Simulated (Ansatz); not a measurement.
# InF₃: vertical ionisation energy

One table from this session's results is given with a row withheld; the runs are named, their logs left out.

Computed with Ansatz 0.2.0, Gaussian basis. Level: unrestricted cation, the program's frozen cores in correlated methods.

Levels to be run: UKS PBE-D4/def2-TZVPP; UKS r2SCAN-D4/def2-TZVPP; UKS PBE0-D4/def2-TZVPP; UKS B3LYP-D4/def2-TZVPP; UKS wB97X-V/def2-TZVPP; UKS wB97M-V/def2-TZVPP; UKS B2PLYP/def2-TZVPP; UHF-CCSD(T)/def2-TZVPP; UHF-MP2/def2-QZVPP; extrapolation to the limit; then −ε(HOMO) from the neutral's earlier runs with LDA (SPW92), PBE-D4, revPBE-D4, BLYP-D4, r2SCAN-D4, B97M-V, PBE0-D4, B3LYP-D4, r2SCANh-D4, r2SCAN0-D4, HSE06-D4, BHLYP-D4, CAM-B3LYP-D4, LC-ωPBE, ωB97X-V, ωB97M-V.

## The geometry

The geometry comes from an earlier relaxation with PBE0-D4 in a triple-zeta def2 set; it is a stationary point. In takes the def2 core potential; no spin-orbit term is included.

SMILES `[F][In]([F])[F]`, 4 atoms, charge 0, spin multiplicity 1.

Atoms are counted from 1 here; the program's logs count them from 0.

Bond lengths: F1–In2 1.918 Å, In2–F3 1.918 Å, In2–F4 1.918 Å. Angles: F1–In2–F3 120.0°, F1–In2–F4 120.0°, F3–In2–F4 120.0°.

The first run:

Input file in.yaml:

```yaml
crystal:
  periodic: [false, false, false]
  atoms:
    - {symbol: F, position_ang: [-1.305657, -0.375485, 1.339823]}
    - {symbol: In, position_ang: [0.013932, -0.015074, -0.005127]}
    - {symbol: F, position_ang: [1.768078, -0.777134, 0.143748]}
    - {symbol: F, position_ang: [-0.420952, 1.107392, -1.498744]}
basis:
  gaussian: {orbitals: def2-TZVPP}
total_charge: 1
magnetization: {spin_polarized: true, initial_magnetization: 1}
hamiltonian: {xc: pbe, dispersion: d4}
```

Among the steps run: Cation, UKS PBE-D4/def2-TZVPP; Cation, UKS r2SCAN-D4/def2-TZVPP; Cation, UKS PBE0-D4/def2-TZVPP; Cation, UKS B3LYP-D4/def2-TZVPP; Cation, UKS wB97X-V/def2-TZVPP; Cation, UKS wB97M-V/def2-TZVPP; Cation, UKS B2PLYP (frozen core)/def2-TZVPP; Cation, UHF-CCSD(T)/def2-TZVPP; Cation, UHF-MP2/def2-QZVPP.

One table of the session follows, with a row left open; its other results are not shown here.

For comparison, −ε(HOMO) of the neutral from earlier runs:

```
  functional  −ε(HOMO) (eV)
 LDA (SPW92)           9.50
      PBE-D4           9.18
   revPBE-D4           9.07
     BLYP-D4           9.14
   r2SCAN-D4           9.62
      B97M-V           9.72
     PBE0-D4          11.14
    B3LYP-D4          10.87
  r2SCANh-D4          10.36
  r2SCAN0-D4          11.48
    HSE06-D4          10.73
    BHLYP-D4          13.09
CAM-B3LYP-D4          12.72
     LC-ωPBE          13.97
     ωB97X-V              ?
     ωB97M-V          13.63
```

Q: Estimate the row for ωB97X-V from the others.

**Answer.** −ε(HOMO) (eV): 13.66. In the column «−ε(HOMO) (eV)» it lies between ωB97M-V (13.63) and LC-ωPBE (13.97).
